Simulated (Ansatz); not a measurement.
**W2Se4 sheet: relaxing the atoms and single point**

The task, for W2Se4 sheet: 2 runs in a chain (relaxing the atoms and single point).

Method: DFT LDA, scalar-relativistic, plane waves, PAW, and further levels as typed in the inputs, in Ansatz 0.2.0.

### Step 1. The structure to begin with

It takes space group P-3m1 (No. 164, trigonal). Conventional cell: a = 3.348 Å, b = 3.348 Å, c = 30.000 Å, α = 90.00°, β = 90.00°, γ = 120.00°. W (site symmetry 3m) is surrounded by 6 Se at 2.56 Å. Se (site symmetry 3m) is surrounded by 3 W at 2.56 Å.

Structure file:

```
CELL_PARAMETERS angstrom
3.34764 0.00000 0.00000
-1.67382 2.89914 0.00000
0.00000 0.00000 30.00000
ATOMIC_POSITIONS crystal
W 0.33333 0.66667 0.60817
Se 0.66667 0.33333 0.66390
Se 0.66667 0.33333 0.55243
W 0.66667 0.33333 0.39183
Se 0.33333 0.66667 0.44757
Se 0.33333 0.66667 0.33610
```

### Step 2. Relaxing the atoms: W2Se4 sheet, no spin

input.yaml reads:

```yaml
crystal:
  lattice:
    - [3.34764, 0.0, 0.0]
    - [-1.67382, 2.8991412827, 0.0]
    - [0.0, 0.0, 30.0]
  atoms:
    - { symbol: W, position: [0.3333333333, 0.6666666667, 0.6081666667] }
    - { symbol: Se, position: [0.6666666667, 0.3333333333, 0.6639] }
    - { symbol: Se, position: [0.6666666667, 0.3333333333, 0.5524333333] }
    - { symbol: W, position: [0.6666666667, 0.3333333333, 0.3918333333] }
    - { symbol: Se, position: [0.3333333333, 0.6666666667, 0.4475666667] }
    - { symbol: Se, position: [0.3333333333, 0.6666666667, 0.3361] }
  periodic: [true, true, false]
scf:
  occupations: { method: fixed }
output:
  forces: true
  stress: false
  eigenvalues: true
  write_density: true
  write_potential: true
  elf: true
  volumetric_format: npy
kpoints:
  mp_grid: { grid: [12, 12, 1] }
relax:
  f_tol: 0.003
  max_steps: 60
hamiltonian:
  xc: lda
```

Launch:

```sh
$ ansatz run input.yaml --threads 8 --pin off --max-ram 22528MiB --backend cpu --events-out ev --progress --plain --runs-dir out
```

Log, cut to the lines that bear on the results:

```text
Warning: crystal.periodic: the lattice vector that does not repeat stood 0.000° off the slab's normal, 30.000 Å along it as the deck builds it. The run solves the slab on a vector along the normal, 43.468 Å long, with every atom where it was (on the deck's vector they left 20.17 Å outside [...]
Warning: RAYON_NUM_THREADS=8 ignored (pool sized by the plan → 8); use --threads N
[...]
Pseudopotentials: kind: paw
Pseudopotential: W, paw, valence charge 14, recommended cutoff 420 eV (normal), W.paw.azcp
Pseudopotential: Se, paw, valence charge 16, recommended cutoff 420 eV (normal), Se.paw.azcp
Functional definition: SPW92
[...]
Crystal: 6 atoms, lattice volume = 421.869 Å³
Basis set: ecut = 420 eV, 8329 PW (Γ)
Bands: 56, of which v1, the nominal top of the filled ones, is band 46 counted from 1 (45 counted from 0)
Symmetry: 12 space group operations
Space group: P-3m1 (ITA 164), of the structure as read, at distance tolerance 7.5e-5 Å
k-points: 19 of 144
[...]
SCF iter   1: F=—  HF=-41796.026411 eV  |F-HF|=—  |Δ(HF+E_count)|=         —  Δρ=3.61e-3  dr2=7.17e-2  ethr=1.77e-3  ⟨swp⟩=6.9  Hψ=4338  notcnv=0  defer=145
[...]
relax step   1: F+E_penalty+E_count = -41796.02719389 eV  Δ(F+E_penalty+E_count) = +0.000e0 eV  max|allowed force component| = 7.568e-1 eV/Å  Δτ_max = 0.0000 Å  (9 SCF iters, dr2 threshold 2.25e-7 eV, accepted)
[...]
relax step   6: F+E_penalty+E_count = -41796.09443105 eV  Δ(F+E_penalty+E_count) = -5.356e-5 eV  max|allowed force component| = 4.363e-3 eV/Å  Δτ_max = 0.0099 Å  (10 SCF iters, accepted)
[...]
relax step   7: F+E_penalty+E_count = -41796.09443577 eV  Δ(F+E_penalty+E_count) = -4.717e-6 eV  max|allowed force component| = 1.015e-3 eV/Å  Δτ_max = 0.0020 Å  (7 SCF iters, accepted)
WARN: The output density's exchange-correlation potential varies sharply where the density is thin. Do not read a vacuum level from v_tot or v_xc, or from such a field of the output density. On a cell that repeats whose density bears no net charge and no dipole along the vacuum's axis use [...]
SCF converged after 7 iterations
Free energy (F): -41796.094436 eV
[...]
E sigma→0 (E₀):  -41796.094436 eV
Fermi energy:    -5.050968 eV
[...]
--- Forces (eV/Å), atoms counted from 1 ---
  atom   1  W     -0.00000000    -0.00000000    -0.00101520
  atom   2  Se    -0.00000000     0.00000000     0.00034850
  atom   3  Se     0.00000000     0.00000000     0.00085087
  atom   4  W      0.00000000     0.00000000     0.00101520
  atom   5  Se    -0.00000000    -0.00000000    -0.00085087
  atom   6  Se    -0.00000000    -0.00000000    -0.00034850
[...]
--- Band table (eV; the first three rows and the last of 19) ---
[...]
--- Relaxed structure (7 steps of the walk, 5 accepted, 0 SCFs on fresh bases) ---
  F+E_penalty+E_count = -41796.09443577 eV   max|allowed force component| = 1.015e-3 eV/Å
  cell:  # Å, volume = 421.8692 Å³
    - [3.347639999985602, 0.0, 0.0]
    - [-1.673819999992801, 2.899141282712469, 0.0]
    - [0.0, 0.0, 43.468]
  atoms:
    - { symbol: W, position: [0.3333333333333333, 0.6666666666666666, 0.417716553762161] }
    - { symbol: Se, position: [0.6666666666666665, 0.3333333333333334, 0.4551499771232405] }
    - { symbol: Se, position: [0.6666666666666665, 0.3333333333333334, 0.38019976677742234] }
    - { symbol: W, position: [0.6666666666666665, 0.3333333333333334, 0.27244632467715063] }
    - { symbol: Se, position: [0.3333333333333333, 0.6666666666666666, 0.3099631116618893] }
    - { symbol: Se, position: [0.3333333333333333, 0.6666666666666666, 0.23501290131607105] }
```

It took 31 s on 8 threads of Intel Xeon Platinum 8375C at 2.90GHz (Ice Lake), shared host; peak memory 1.4 GiB.

Step by step:

| step | E - E(step 1) (eV/cell) | largest force component (eV/Å) |
| --- | --- | --- |
| 1 | 0.0000 | 0.7568 |
| 2 | 0.0772 | 1.2417 |
| 3 | -0.0658 | 0.0279 |
| 4 | -0.0636 | 0.0587 |
| 5 | -0.0672 | 0.0053 |
| 6 | -0.0672 | 0.0044 |
| 7 | -0.0672 | 0.0010 |

Step 1 is the start. Steps 2, 4 were tried and not accepted.

Density in a lattice plane of the grid's cell (edges 3.35 and 43.47 Å, at 0.333 of the third edge), which holds Se and W.

Ten even steps from ' ' (0.00 e/Å³) to '@' (24.32 e/Å³):
```
            
            
            
            
            
            
            
            
            
            
      ..@@..
            
            
            
            
            
            
            
            
            
```
Columns run along the first of these edges and rows up along the second, over one cell in 6 and 20 even steps from the bottom left corner. Atoms in the plane (fractional): Se at (0.67, 0.46), Se at (0.67, 0.38), W at (0.67, 0.27).

ELF in the same plane.

Ten even steps from ' ' (0.00) to '@' (0.74):
```
            
            
            
            
            
            
            
            
            
..  ..**%%**
%%::%%%%::%%
++..++%%%%%%
..  ..##@@##
%%%%%%==--==
##%%**--==--
--++--      
            
            
            
            
```
Columns run along the first of these edges and rows up along the second, over one cell in 6 and 20 even steps from the bottom left corner. Atoms in the plane (fractional): Se at (0.67, 0.46), Se at (0.67, 0.38), W at (0.67, 0.27).

Both are smooth fields of the valence electrons: close to the nuclei they are not physical.

Outside the cores ELF peaks at 0.90 beside Se, off the lines to its neighbours, 1.0 Å from Se; 0.80 on the Se–W line, 0.9 Å from Se; 0.45 between the atoms, 1.9 Å from W.

### Step 3. Single point: LDA with spin-orbit coupling

It takes the final geometry of step 2.

input.yaml reads:

```yaml
crystal:
  lattice:
    - [3.34764, 0.0, 0.0]
    - [-1.67382, 2.8991412827, 0.0]
    - [0.0, 0.0, 43.468]
  atoms:
    - { symbol: W, position: [0.3333333333, 0.6666666667, 0.4177165538] }
    - { symbol: Se, position: [0.6666666667, 0.3333333333, 0.4551499771] }
    - { symbol: Se, position: [0.6666666667, 0.3333333333, 0.3801997668] }
    - { symbol: W, position: [0.6666666667, 0.3333333333, 0.2724463247] }
    - { symbol: Se, position: [0.3333333333, 0.6666666667, 0.3099631117] }
    - { symbol: Se, position: [0.3333333333, 0.6666666667, 0.2350129013] }
  periodic: [true, true, false]
scf:
  occupations: { method: fixed }
output:
  forces: false
  stress: false
  eigenvalues: true
  eigenstates:
    kpoints:
      - [0.3333333333333, 0.3333333333333, 0]
      - [0, 0, 0]
      - [0.16, 0.16, 0]
      - [0.1667, 0.1667, 0]
      - [0.175, 0.175, 0]
      - [0.183, 0.183, 0]
      - [0.192, 0.192, 0]
      - [0.2, 0.2, 0]
    e_range: [-3, 3]
kpoints:
  mp_grid: { grid: [12, 12, 1] }
magnetization:
  noncollinear: true
  spin_orbit: true
hamiltonian:
  xc: lda
```

Launch:

```sh
$ ansatz run input.yaml --threads 8 --pin off --max-ram 22528MiB --backend cpu --events-out ev --progress --plain --runs-dir out
```

Log, cut to the lines that bear on the results:

```text
Warning: RAYON_NUM_THREADS=8 ignored (pool sized by the plan → 8); use --threads N
[...]
Pseudopotentials: kind: paw_fr
Pseudopotential: W, paw_fr, valence charge 14, recommended cutoff 420 eV (normal), W.paw.azcp#standard-fr
Pseudopotential: Se, paw_fr, valence charge 16, recommended cutoff 420 eV (normal), Se.paw.azcp#standard-fr
[... 1 set-up line as earlier in the session ...]
[...]
non-collinear run that drives no moment, with spin-orbit: no starting moment large enough to seed its density (crystal.atoms[].spin), no starting occupations that ask for one, no magnetisation constraint and no magnetic field, so the semilocal B_xc is pinned to zero
Crystal: 6 atoms, lattice volume = 421.869 Å³
Basis set: ecut = 420 eV, 8329 PW (Γ)
Bands: 112, of which v1, the nominal top of the filled ones, is band 92 counted from 1 (91 counted from 0)
Symmetry: 12 space group operations + 12 with time reversal
[...]
SCF iter  10: F=-41843.954866 eV  HF=-41843.954866 eV  |F-HF|=2.01e-8  |Δ(HF+E_count)|=   1.31e-7  Δρ=1.75e-6  dr2=4.13e-8  dr2_m=0.00e0 (ungated)  ethr=1.09e-10  |M|=0.00e0 ∫|m|=0.00e0 μB  |m|>n=0.0e0 m-floor=0.0e0 τ_xc=0.0e0  ⟨swp⟩=22.0  Hψ=8340  notcnv=0
[...]
NSCF: frozen V_eff on 8 k-points
SCF converged after 10 iterations
Magnetization: |M| = 0.0000 μB,  M = (+0.0000, +0.0000, +0.0000) μB
Absolute magnetization: 0.0000 μB (∫|m|)
  site 0: m = (+0.0000, +0.0000, +0.0000) μB, |m| = 0.0000 μB  (R = 1.04 Å)
  site 1: m = (+0.0000, +0.0000, +0.0000) μB, |m| = 0.0000 μB  (R = 1.04 Å)
  site 2: m = (+0.0000, +0.0000, +0.0000) μB, |m| = 0.0000 μB  (R = 1.04 Å)
  site 3: m = (+0.0000, +0.0000, +0.0000) μB, |m| = 0.0000 μB  (R = 1.04 Å)
  site 4: m = (+0.0000, +0.0000, +0.0000) μB, |m| = 0.0000 μB  (R = 1.04 Å)
  site 5: m = (+0.0000, +0.0000, +0.0000) μB, |m| = 0.0000 μB  (R = 1.04 Å)
Free energy (F): -41843.954866 eV
[...]
E sigma→0 (E₀):  -41843.954866 eV
Fermi energy:    -5.001393 eV
[...]
--- Band table (eV; the first three rows and the last of 19) ---
[...]
```

Wall time 43 s (8 threads of Intel Xeon Platinum 8375C at 2.90GHz (Ice Lake), shared host); peak memory 5 GiB.

### Step 4. The runs side by side

```
step                         level  energy (eV)  gap on the mesh (eV)  time
   2                           LDA   -41796.094                  0.92  31 s
   3  LDA with spin-orbit coupling   -41843.955                  0.85  43 s
```

Totals of different systems or levels have different zeros; only balanced differences at one level mean anything.

The rows set the runs side by side; convergence of the settings was not tested in this session.

These are semilocal Kohn-Sham gaps, which aren't the measured quantity. Such gaps usually fall short of the measured ones.
